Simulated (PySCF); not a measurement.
# C3H7ClOSi: electronic excitations

Wanted: the electronic excitations of C3H7ClOSi (`O[SiH2]C/C=C/Cl`), by calculation.

The runs use PySCF 2.14.0, with density-fitted response routines of our own; the level of theory stands in each step. All values are computed, except where a source is named. Atoms count from 0, in the outputs and in this text.

## Step 1: Starting geometry

13 atoms, charge 0, multiplicity 1; geometry from: GFN2-xTB.

Bonds of the start (Å): O0–Si1 1.62, Si1–C2 1.92, C2–C3 1.48, C3–C4 1.32, C4–Cl5 1.73, O0–H6 0.95, Si1–H7 1.45, Si1–H8 1.46, C2–H9 1.09, C2–H10 1.09, C3–H11 1.08, C4–H12 1.08.

## Step 2: Ultraviolet spectrum: CAM-B3LYP/def2-SVPD

What the job is given:

```
{"job": {"kind": "uv", "xc": "CAM-B3LYP", "basis": "def2-SVPD", "nstates": 8, "ntriplets": 3}, "charge": 0, "multiplicity": 1}
O     -1.632033     1.445071    -0.183524
Si    -1.691709    -0.170910    -0.295685
C     -0.113319    -0.936174     0.486408
C      1.093638    -0.414049    -0.198683
C      1.847957     0.555087     0.294158
Cl     3.207662     1.209000    -0.551484
H     -0.847180     1.943843    -0.397310
H     -2.870055    -0.507962     0.487929
H     -1.771701    -0.601163    -1.693030
H     -0.146571    -2.019842     0.401206
H     -0.079939    -0.684276     1.545848
H      1.316639    -0.828675    -1.171590
H      1.682224     1.010536     1.258030
```

Level: TDDFT CAM-B3LYP/def2-SVPD, vertical, gas phase, core orbitals frozen in the response.

Started as:

```
OMP_NUM_THREADS=1 python probes_run.py task.json out
```

One launch serves the whole session: the jobs run in the order shown.

Predict these results of the whole session: lowest singlet (CAM-B3LYP/def2-SVPD); lowest triplet.

As calculated:

```
                            quantity                        value
lowest singlet (CAM-B3LYP/def2-SVPD)  6.24 eV (199 nm), f = 0.383
                      lowest triplet                      4.03 eV
```

In words: The first singlet state (HOMO→LUMO 0.95) lies at 6.24 eV and is bright. The lowest triplet lies 2.21 eV below the lowest singlet (triplets in Tamm-Dancoff, singlets in full TDDFT).
